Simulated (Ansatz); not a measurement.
# AlGaH (quartet): wave-function methods side by side at distance Al1–H3 = 4.347 Å, 6-31G

How much of the correlation energy of AlGaH (quartet) does each wave-function method recover here?

Program: Ansatz 0.2.0, Gaussian basis. Level of theory: 6-31G, core rule «outside noble gas», up to 19 orbitals frozen. These are calculated values, not measurements.

To be run: UHF; CCSD(T) on ROHF; CCSD(T) on UHF; BCCD(T) on ROHF; CISD; CCSDT(Q) on ROHF; CCSDT(Q) on UHF; CASSCF and MRCISD+Q, 5 electrons in 5 orbitals; CASSCF and NEVPT2, 5 electrons in 5 orbitals; CASSCF and MRCISD+Q, 7 electrons in 9 orbitals; CASSCF and NEVPT2, 7 electrons in 9 orbitals.

32 further runs of the same task are left out: 25 that didn't finish, 7 set aside as unsound or not needed.

### 1 The system

The geometry derives from a PBE0/def2-TZVP stationary point (not a proven minimum). One bond is set to the value named and the two fragments are kept rigid. No spin-orbit coupling is included. The filled d shell of Ga may be among the frozen orbitals whatever the setting's name suggests; the logs give the count.

3 atoms, charge 0, spin multiplicity 4.

Atoms are counted from 1 here; the program's logs count them from 0.

Bond lengths: Al1–Ga2 2.344 Å.

### 2 UHF

in.yaml reads:

```yaml
crystal:
  periodic: [false, false, false]
  atoms:
    - {symbol: Al, position_ang: [0.000000, 0.000000, -0.667800]}
    - {symbol: Ga, position_ang: [0.000000, 0.000000, -3.011400]}
    - {symbol: H, position_ang: [0.000000, 0.000000, 3.679200]}
basis:
  gaussian: {orbitals: 6-31G}
magnetization: {spin_polarized: true, initial_magnetization: 3}
hamiltonian: {xc: hf}
output: {orbitals: {seedname: orbitals}}
```

Started as:

```bash
$ ansatz run in.yaml --threads 1 --pin off --events-out ev --progress --plain --max-ram 2393MiB
```

After this run come: CCSD(T) on ROHF; CCSD(T) on UHF; BCCD(T) on ROHF; CISD; CCSDT(Q) on ROHF; CCSDT(Q) on UHF; CASSCF and MRCISD+Q, 5 electrons in 5 orbitals; CASSCF and NEVPT2, 5 electrons in 5 orbitals; CASSCF and MRCISD+Q, 7 electrons in 9 orbitals; CASSCF and NEVPT2, 7 electrons in 9 orbitals.

**Question.** What will the summary of the whole plan be? Wanted: UCCSDT(Q) below the RHF energy; RMP2 from UCCSDT(Q); UMP2 from UCCSDT(Q); RCCSD from UCCSDT(Q); RCCSD(T) from UCCSDT(Q); UCCSD(T) from UCCSDT(Q); RCCSDT(Q) from UCCSDT(Q); NEVPT2 pair from UCCSDT(Q); MRCISD+Q pair from UCCSDT(Q).

**Answer**, as computed:

```
                         quantity                                                                                          value
   UCCSDT(Q) below the RHF energy                                                                                     -2.4147 eV
              RMP2 from UCCSDT(Q)                                                                                     +714.6 meV
              UMP2 from UCCSDT(Q)                                                                                     +975.2 meV
             RCCSD from UCCSDT(Q)                                                                                     +123.1 meV
          RCCSD(T) from UCCSDT(Q)                                                                                      +32.4 meV
          UCCSD(T) from UCCSDT(Q)                                                                                      +48.4 meV
         RCCSDT(Q) from UCCSDT(Q)                                                                                       -1.8 meV
       NEVPT2 pair from UCCSDT(Q)                                                                                     +582.2 meV
     MRCISD+Q pair from UCCSDT(Q)                                                                                      -31.4 meV
    NEVPT2 valence from UCCSDT(Q)                                                                                     +143.0 meV
levels within 1 kcal/mol (43 meV)  RCCSD(T), BCCD(T), RCCSDT, UCCSDT, RCCSDT(Q), MRCISD+Q pair, MRCISD valence, MRCISD+Q valence
                    T1 diagnostic                                                                                          0.026
   effectively unpaired electrons                                                                                           3.18
```

RCCSD(T) misses by +32.4 meV, 1.3 % of the correlation energy. One determinant dominates. Of the multireference levels listed MRCISD+Q valence comes nearest in total energy (-7.1 meV), which doesn't show that its space is the better one. These misses are within one basis, not against nature; the frozen cores of restricted and unrestricted runs differ, which can shift their rows.
